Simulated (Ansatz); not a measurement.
**Ru (sc type): how the settings move a single-point run**

Aim: see which settings change the result for Ru (sc type), by how much, and at what cost.

Computed with Ansatz 0.2.0 (reference: DFT, LDA, all-electron LAPW, scalar-relativistic, unless a step's input says otherwise).

1 further run of the same task is left out (set aside as unsound or not needed). Runs told in other sessions of the task aren't counted.

## (1) The structure to begin with

It takes space group Pm-3m (No. 221, cubic). The conventional cell has a = 1.816 Å, b = 1.816 Å, c = 1.816 Å, α = 90.00°, β = 90.00°, γ = 90.00°. Around Ru (site symmetry m-3m) lie 6 Ru at 1.82 Å.

Structure file:

```
Ru
1.0
     1.81572    0.00000    0.00000
     0.00000    1.81572    0.00000
     0.00000    0.00000    1.81572
Ru
1
Direct
  0.00000 0.00000 0.00000
```

## (2) The reference run

The input, input.yaml:

```yaml
crystal:
  lattice:
    - [1.8157234973, 0.0, 0.0]
    - [0.0, 1.8157234973, 0.0]
    - [0.0, 0.0, 1.8157234973]
  atoms:
    - { symbol: Ru, position: [0.0, 0.0, 0.0] }
kpoints:
  mp_grid: { grid: [17, 17, 17] }
  band_path:
    path:
      - [0.0, 0.0, 0.0]
      - [0.0, 0.5, 0.0]
      - [0.5, 0.5, 0.0]
      - [0.0, 0.0, 0.0]
      - [0.5, 0.5, 0.5]
      - [0.0, 0.5, 0.0]
      - [0.5, 0.5, 0.5]
      - [0.5, 0.5, 0.0]
    npoints: 8
scf:
  occupations: { method: fermi_dirac, width: 0.1 }
hamiltonian:
  xc: lda
  pseudopotentials: { kind: all_electron, lapw: { basis_error: 0.001 } }
output:
  forces: true
  stress: true
  eigenvalues: true
  populations: true
  dos: { projected: true, de: 0.2, e_range: [-14, 8] }
```

Run with:

```
$ ansatz run input.yaml --threads 1 --pin off --max-ram 2048MiB --backend cpu --events-out ev --progress --plain --runs-dir out
```

## (3) Changing settings: occupations.width 0.3, hubbard.sites [{species: Ru, l: d, u_eff: 8.0}], hubbard.double_counting fll, xc_grid 3

Changes to input.yaml since step 2:

```diff
@@ -21,3 +21,3 @@
 scf:
-  occupations: { method: fermi_dirac, width: 0.1 }
+  occupations: { method: fermi_dirac, width: 0.3 }
 hamiltonian:
@@ -25,2 +25,3 @@
   pseudopotentials: { kind: all_electron, lapw: { basis_error: 0.001 } }
+  hubbard: { sites: [{ species: Ru, l: d, u_eff: 8.0 }], double_counting: fll }
 output:
@@ -30,2 +31,3 @@
   populations: true
-  dos: { projected: true, de: 0.2, e_range: [-14, 8] }
+basis:
+  xc_grid: 3
```

Q: Predict the outcome of this session. Wanted: for each run, ending; energy change; pressure; gap; force.

**Answer**, as computed:

```tsv
run	ending	energy change	pressure (GPa)	gap (eV)	force (eV/Å)	cycles	time
reference	converged	0	1859.7	0.00	0.00	6	22 s
1: occupations.width 0.3, hubbard.sites [{species: Ru, l: d, u_eff: 8.0}], hubbard.double_counting fll, xc_grid 3	converged	+7.00 eV/atom (σ→0) (Hubbard term changed: no physical gain or loss)	1834.3	0.00	0.00	6	27 s
```

Times don't compare one to one where runs were asked for different outputs or read a saved state (see the inputs); cycles may leave out searches for a lower state.

Residual by cycle in the longest SCF loop of each run; runs are numbered as in the table. The quantity is the density residual dr2, in eV.

```tsv
cycle	reference	run 1
1	0.098	0.151
2	0.029	0.0523
3	0.00102	0.00189
4	4.9e-6	1.5e-5
5	4.4e-8	2.5e-7
6	5.6e-10	1.4e-9
```

**Reading.** Changing the smearing, Hubbard U, double counting of the Hubbard term and numerical grids moves the energy by +7.00 eV/atom (σ→0 values), and the pressure goes from 1859.7 to 1834.3 GPa. The U term adds an energy of its own, so the shift says nothing about which run is better. A changed U is a change of model: its shifts are not errors of convergence. The structure is not at rest: the sound run finds 1860 GPa, so these are no properties of the relaxed crystal. 
